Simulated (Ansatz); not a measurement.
**Molybdenum, beta-Sn type under PBEsol: ground state and equation of state**

Aim: take molybdenum in the beta-Sn type structure, relax it, solve it on a dense k-mesh, then scale the cell to 7 volumes from 88 to 112 % of the relaxed one and try a fit of the equation of state. Spin polarisation is left out. The k-meshes are 13×13×9 for the relaxation; 22×22×12 for the dense run; 15×15×8 for the volumes.

Computed with Ansatz 0.2.0 (DFT PBEsol, plane waves (420 eV) with PAW, scalar-relativistic; the PAW data stem from PBE, with regenerated cores, unless a step says otherwise).

## (1) Starting point

Symmetry: I4_1/amd, No. 141, tetragonal system. Conventional cell: a = 4.931 Å, b = 4.931 Å, c = 2.692 Å, α = 90.00°, β = 90.00°, γ = 90.00°. Around Mo (site symmetry -4m2) lie 6 Mo at 2.56 to 2.69 Å.

Coordinates:

```cif
data_structure
_symmetry_space_group_name_H-M 'I4_1/amd:1'
_symmetry_Int_Tables_number 141
_cell_length_a 4.9311
_cell_length_b 4.9311
_cell_length_c 2.6924
_cell_angle_alpha 90.000
_cell_angle_beta 90.000
_cell_angle_gamma 90.000
_cell_volume 65.47
loop_
_atom_site_label
_atom_site_type_symbol
_atom_site_symmetry_multiplicity
_atom_site_Wyckoff_symbol
_atom_site_fract_x
_atom_site_fract_y
_atom_site_fract_z
_atom_site_occupancy
Mo1 Mo 4 a 0.00000 0.00000 0.00000 1
```

## (2) Geometry optimisation

input.yaml

```yaml
crystal:
  lattice:
    - [-2.4655682571, 2.4655682571, 1.3462002684]
    - [2.4655682571, -2.4655682571, 1.3462002684]
    - [2.4655682571, 2.4655682571, -1.3462002684]
  atoms:
    - { symbol: Mo, position: [0.0, 0.0, 0.0] }
    - { symbol: Mo, position: [0.75, 0.25, 0.5] }
hamiltonian:
  xc: pbesol
  pseudopotentials:
    kind: paw
    azcp:
      Mo: "pseudopotentials/Mo.paw.azcp"
basis:
  ecutwfc: 420
  fft_grid_basis: typed
kpoints:
  mp_grid: { grid: [13, 13, 9], shift: [0, 0, 0] }
magnetization:
  spin_polarized: false
scf:
  occupations: { method: fermi_dirac, width: 0.1 }
relax:
  max_steps: 60
  f_tol: 0.01
  cell: {}
```

The runs that follow: The energy on a finer k-mesh; Equation of state: 88 %; Equation of state: 92 %; Equation of state: 96 %; Equation of state: 100 %; Equation of state: 104 %; Equation of state: 108 %; Equation of state: 112 %.

Q: Predict the outcome of this session. Wanted: space group; conventional cell; volume; shortest distance; gap on the mesh; relative to bcc; V₀, B₀, B₀′.

**Answer**, as computed:

| quantity | value |
| --- | --- |
| space group (spins left aside) | Fddd (No. 70) |
| conventional cell | a = 2.625 Å, b = 5.367 Å, c = 8.853 Å |
| volume | 15.589 Å³/atom |
| shortest distance | 2.625 Å |
| gap on the mesh | none (levels filled in part) |
| relative to bcc | +240 meV/atom |
| V₀, B₀, B₀′ | 15.579 Å³/atom, 263 GPa, 4.1 |

**Reading.** The relaxation shrank the cell by 4.8 % in volume. What began as beta-Sn type has relaxed into Fddd. What follows belongs to that structure, not to the type named at the start. The mesh has less symmetry than the lattice, which may have let the distortion in. It lies 240 meV/atom above the element's reference form at the same level (bcc, from a run of its own), so it is far from stable. No gap shows: it is a metal or semimetal at this level. B₀ comes out at 263 GPa; letting shape and positions relax at each volume could only lower it.
